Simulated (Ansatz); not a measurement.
Run this with Ansatz 0.2.0, Python API and show what comes out.

Script `h3ino3.py`:
```python
'''Potential curve of H3InO3 along one bond.'''

import ansatz as az
import numpy as np

params = {
    'basis': 'def2-SVP',
    'functional': 'R2SCAN0',
}


def main() -> None:
    geometry_ang = [
        ('O', [-1.7449, 0.2397, 0.3982]),
        ('In', [-0.3169, -0.9624, 0.1867]),
        ('O', [1.1151, -0.1054, 1.4601]),
        ('O', [0.4837, -1.0319, -1.4542]),
        ('H', [-1.398, 1.1095, 0.0032]),
        ('H', [1.2854, 0.7757, 1.0141]),
        ('H', [0.637, -0.0931, -1.654]),
    ]
    molecule = az.Crystal.molecule()
    for symbol, xyz in geometry_ang:
        molecule = molecule.atom(symbol, xyz)

    symbols = [site.symbol for site in molecule.cartesian_sites]
    start = np.array([site.position_ang for site in molecule.cartesian_sites])
    axis = (start[0] - start[1]) / np.linalg.norm(start[0] - start[1])
    moving = [0, 4]
    lengths, energies = [1.6, 1.73, 1.88, 2.07, 2.35, 2.82, 3.38, 4.13], []
    for length in lengths:
        xyz = start.copy()
        xyz[moving] += (length - np.linalg.norm(start[0] - start[1])) * axis
        point = az.Crystal.molecule()
        for symbol, place in zip(symbols, xyz):
            point = point.atom(symbol, place.tolist())
        calculation = (
            point.calculation()
            .basis(gaussian=params['basis'])
            .functional(params['functional'])
            .spin('collinear')
        )
        summary = calculation.run(threads=1, pin='off').report
        energies.append(summary['free_energy_ev'])
        print(f'r = {length:6.3f} A  E = {energies[-1]:.5f} eV  <S^2> = {abs(summary["mean_field"]["state"]["spin_squared"]):.3f}')

    print('energy above the lowest point (eV):', [round(e - min(energies), 3) for e in energies])


if __name__ == '__main__':
    main()
```

`python h3ino3.py` gives:
```text
r =  1.600 A  E = -11350.73405 eV  <S^2> = 0.000
r =  1.730 A  E = -11352.88337 eV  <S^2> = 0.000
r =  1.880 A  E = -11353.93574 eV  <S^2> = 0.000
r =  2.070 A  E = -11354.14158 eV  <S^2> = 0.000
r =  2.350 A  E = -11353.54195 eV  <S^2> = 0.000
r =  2.820 A  E = -11352.57379 eV  <S^2> = 0.677
r =  3.380 A  E = -11352.22559 eV  <S^2> = 0.975
r =  4.130 A  E = -11352.14628 eV  <S^2> = 1.011
energy above the lowest point (eV): [3.408, 1.258, 0.206, 0.0, 0.6, 1.568, 1.916, 1.995]
```

Total energies depend on the basis set; only differences at equal settings carry meaning. The rest of the molecule is held rigid at a force-field or estimated start geometry, and the basis set is modest; single-reference methods fail as a bond breaks. def2 sets replace the cores of elements past krypton by effective core potentials. The expectation value of S² is noticeably off S(S+1) in at least one run, so that state is spin-contaminated. Finished in 2.5 min on 1 thread of AMD EPYC 7B13 (Zen 3) (shared host), peak memory 0.38 GiB.
